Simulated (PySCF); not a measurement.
# The bond of GaH, level by level

The task here is to estimate one member of a computed series from the others.

Program: PySCF 2.14.0. Level of theory: Ga cc-pVDZ-PP with ECP10, H cc-pVDZ, scalar-relativistic core potentials. These are calculated values, not measurements.

Set-up of the first run:

The job is set up so:

- atoms: Ga, H
- charge: 0
- basis: Ga cc-pVDZ-PP with ECP10, H cc-pVDZ
- Hamiltonian: scalar-relativistic core potentials
- basis functions: 28
- electrons treated: 22
- masses in u: 68.9256, 1.0078
- levels: PBE0, PBE, r²SCAN, B3LYP, M06-2X, r²SCAN0, ωB97X, HF, MP2, SCS-MP2, CCSD, CCSD(T)
- grid: 80 radial by 434 angular points
- occupations: held fixed by the projection of orbital angular momentum
- dissociation limit: Ga + H, each in its ground configuration
- starting distance in angstrom: 1.525
- values of 2S to try: 0, 2

The run is started by

```
OMP_NUM_THREADS=1 python dia.py task.json out
```

Steps of the session up to this table: Input; PBE0 along the bond; Excited determinants; PBE (GGA); r²SCAN (meta-GGA); B3LYP; M06-2X (hybrid meta-GGA); r²SCAN0; ωB97X; RHF (mean field); Adding correlation.

One of the session's tables, all rows but one given; the rest of the session is left out.

Energy (eV) from each level's lowest point:

| R (Å) | RHF | RHF-MP2 | RHF-SCS-MP2 | RHF-CCSD | RHF-CCSD(T) |
| --- | --- | --- | --- | --- | --- |
| 1.457 | 0.316 | 0.284 | 0.292 | n/a | n/a |
| 1.525 | 0.135 | 0.116 | 0.122 | 0.125 | 0.126 |
| 1.592 | 0.036 | 0.027 | 0.030 | 0.033 | 0.033 |
| 1.643 | ? | ? | ? | ? | ? |
| 1.694 | 0.000 | 0.001 | 0.000 | 0.000 | 0.000 |
| 1.745 | 0.020 | 0.024 | 0.022 | 0.019 | 0.019 |
| 1.813 | 0.077 | 0.084 | 0.079 | 0.073 | 0.071 |
| 1.897 | 0.184 | 0.193 | 0.185 | 0.172 | 0.170 |
| 1.999 | 0.348 | 0.359 | 0.348 | 0.326 | 0.321 |
| 2.134 | 0.607 | 0.619 | 0.602 | n/a | n/a |

Estimate the missing values for R (Å) = 1.643.

Worked estimate for «RHF». A straight line through the neighbours (1.592, 0.036) and (1.694, 0.000) gives 0.036 + (0.000 − 0.036) × (1.643 − 1.592) / (1.694 − 1.592) = 0.018; a parabola fitted to 4 rows on both sides gives 0.002.

The run gave: RHF: 0.003; RHF-MP2: 0.000; RHF-SCS-MP2: 0.001; RHF-CCSD: 0.003; RHF-CCSD(T): 0.003. In «RHF» the line misses by +0.015 and the parabola by -0.001.

State 2 has its PBE0 minimum 2.05 eV higher. The other levels ran on the lowest alone.
